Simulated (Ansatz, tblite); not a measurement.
# The cluster Si₄Ni+: a ladder of methods and basis sets

The task here is to estimate one member of a computed series from the others.

Program: Ansatz 0.2.0, Gaussian basis. Level of theory: as each input shows. These are calculated values, not measurements.

Levels to be run: GFN1-xTB, GFN2-xTB, PBE-D4/def2-TZVP, r2SCAN-D4/def2-TZVP, BLYP-D4/def2-TZVP, r2SCANh-D4/def2-TZVP, ωB97X-V/def2-TZVP, PBE-D4/def2-SVP, PBE0-D4/def2-SVP, CCSD(T)/def2-SVP, MP2/def2-TZVP.

2 further runs of the same task are left out: 2 set aside as unsound or not needed.

### The geometry

The doublet was relaxed beforehand with PBE-D4/def2-SVP. At that level it is the lowest of the isomers that a small search found.

5 atoms, charge 1, spin multiplicity 2.

Bond lengths: Ni1–Si2 2.385 Å, Ni1–Si3 2.379 Å, Ni1–Si4 2.339 Å, Ni1–Si5 2.338 Å, Si2–Si4 2.389 Å, Si2–Si5 2.348 Å, Si3–Si4 2.349 Å, Si3–Si5 2.389 Å. Angles: Si2–Ni1–Si3 62.7°, Si2–Ni1–Si4 60.7°, Si2–Ni1–Si5 59.6°, Si3–Ni1–Si4 59.7°, Si3–Ni1–Si5 60.8°, Si4–Ni1–Si5 108.9°, Ni1–Si2–Si4 58.7°, Ni1–Si2–Si5 59.2°, Si4–Si2–Si5 106.9°, Ni1–Si3–Si4 59.3°, Ni1–Si3–Si5 58.7°, Si4–Si3–Si5 106.8° and more.

No spin-orbit coupling is included. The ion is computed in the gas phase, without counter-ions or solvent.

PBE0-D4/def2-TZVP was run before; its log isn't repeated, and its numbers join the tables.

The first run:

Tight binding, by tblite at 300 K electronic temperature and without a spin-polarisation term:

```python
tblite.interface.Calculator('GFN1-xTB', numbers, positions, charge=1, uhf=1).singlepoint()
```

Tight binding, by tblite at 300 K electronic temperature and without a spin-polarisation term:

```python
tblite.interface.Calculator('GFN2-xTB', numbers, positions, charge=1, uhf=1).singlepoint()
```

start.molden holds the orbitals of an earlier run on this state, given as this run's starting guess.

Input file in.yaml:

```yaml
crystal:
  periodic: [false, false, false]
  atoms:
    - {symbol: Ni, position_ang: [0.739713, -0.837242, 0.771321]}
    - {symbol: Si, position_ang: [0.117367, 1.393890, 0.201150]}
    - {symbol: Si, position_ang: [-0.855923, -0.561551, -0.971934]}
    - {symbol: Si, position_ang: [-1.423237, -0.093607, 1.259078]}
    - {symbol: Si, position_ang: [1.422069, 0.098510, -1.259615]}
basis:
  gaussian: {orbitals: def2-TZVP, initial_orbitals: start.molden}
total_charge: 1
magnetization: {spin_polarized: true, initial_magnetization: 1}
hamiltonian: {xc: pbe, dispersion: d4}
scf: {omitted_lower_state_checks: [starts]}
output: {forces: true, orbitals: {seedname: orbitals}}
```

Launch:

```sh
ansatz run in.yaml --threads 4 --pin off --events-out ev --progress --plain --max-ram 8704MiB
```

Among the steps run: PBE-D4/def2-TZVP; r2SCAN-D4/def2-TZVP; BLYP-D4/def2-TZVP; r2SCANh-D4/def2-TZVP; ωB97X-V/def2-TZVP; PBE-D4/def2-SVP; PBE0-D4/def2-SVP; CCSD(T)/def2-SVP; MP2/def2-TZVP.

One of the session's tables, all rows but one given; the rest of the session is left out.

| level | HOMO (eV) | LUMO (eV) | gap (eV) |
| --- | --- | --- | --- |
| PBE-D4/def2-SVP | -10.14 | -9.95 | 0.19 |
| PBE-D4/def2-TZVP | -10.19 | -9.93 | 0.26 |
| BLYP-D4/def2-TZVP | ? | ? | ? |
| r2SCAN-D4/def2-TZVP | -10.38 | -9.81 | 0.57 |
| r2SCANh-D4/def2-TZVP | -10.70 | -9.39 | 1.31 |
| PBE0-D4/def2-SVP | -11.27 | -8.53 | 2.74 |
| PBE0-D4/def2-TZVP | -11.12 | -8.50 | 2.61 |
| ωB97X-V/def2-TZVP | -13.04 | -6.56 | 6.48 |

**Question.** Estimate the row for BLYP-D4/def2-TZVP.

As computed: HOMO (eV): -9.98; LUMO (eV): -9.75; gap (eV): 0.23. In the column «HOMO (eV)» it is the highest.

Limits of these values: Doubts: large T1 diagnostic, spin contamination. Notes on CCSD(T)/def2-SVP: large T1 diagnostic, spin contamination.
